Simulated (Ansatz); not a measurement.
**SiBr3Cl: small, medium and large basis sets**

How large a basis does SiBr3Cl need? Two functionals are run in growing sets.

Program: Ansatz 0.2.0, Gaussian basis. Level of theory: one geometry, several basis sets. These are calculated values, not measurements.

Levels to be run: PBE0-D4/def2-SVP; ωB97M-V/def2-SVP; PBE0-D4/def2-QZVPP; ωB97M-V/def2-QZVPP; the functionals' def2-TZVPP values are taken from earlier runs.

### Step 1. The relaxed structure

The geometry comes from an earlier relaxation with PBE0-D4 in a triple-zeta def2 set; it is a stationary point.

SMILES `Cl[Si](Br)(Br)Br`, 5 atoms, charge 0, spin multiplicity 1.

Atoms are counted from 1 here; the program's logs count them from 0.

Bond lengths: Cl1–Si2 2.027 Å, Si2–Br3 2.192 Å, Si2–Br4 2.192 Å, Si2–Br5 2.192 Å. Angles: Cl1–Si2–Br3 109.3°, Cl1–Si2–Br4 109.3°, Cl1–Si2–Br5 109.3°, Br3–Si2–Br4 109.7°, Br3–Si2–Br5 109.7°, Br4–Si2–Br5 109.7°.

### Step 2. PBE0-D4 in def2-SVP

The input, in.yaml:

```yaml
crystal:
  periodic: [false, false, false]
  atoms:
    - {symbol: Cl, position_ang: [-0.766922, -0.194878, 1.885885]}
    - {symbol: Si, position_ang: [-0.000702, -0.017192, 0.017728]}
    - {symbol: Br, position_ang: [1.726123, -1.351880, -0.185060]}
    - {symbol: Br, position_ang: [-1.535052, -0.566728, -1.447952]}
    - {symbol: Br, position_ang: [0.626352, 2.057077, -0.311901]}
basis:
  gaussian: {orbitals: def2-SVP}
hamiltonian: {xc: pbe0, dispersion: d4}
output: {orbitals: {seedname: orbitals}}
```

The run is started by

```
$ ansatz run in.yaml --threads 2 --pin off --events-out ev --progress --plain --max-ram 31744MiB --backend cpu
```

Further steps of the session: ωB97M-V in def2-SVP; PBE0-D4 in def2-QZVPP; ωB97M-V in def2-QZVPP.

**Question.** What will the summary of the whole plan be? Wanted: PBE0-D4: double and triple zeta above quadruple; ωB97M-V: double and triple zeta above quadruple.

As calculated:

| quantity | value |
| --- | --- |
| PBE0-D4: double and triple zeta above quadruple | 37.66, 4.92 eV |
| ωB97M-V: double and triple zeta above quadruple | 37.25, 4.72 eV |

For PBE0-D4 the step from double to triple zeta gains 32.74 eV and the next only 4.92 eV. These are total energies; as a rule much of such shifts cancels in differences, which this series doesn't test.
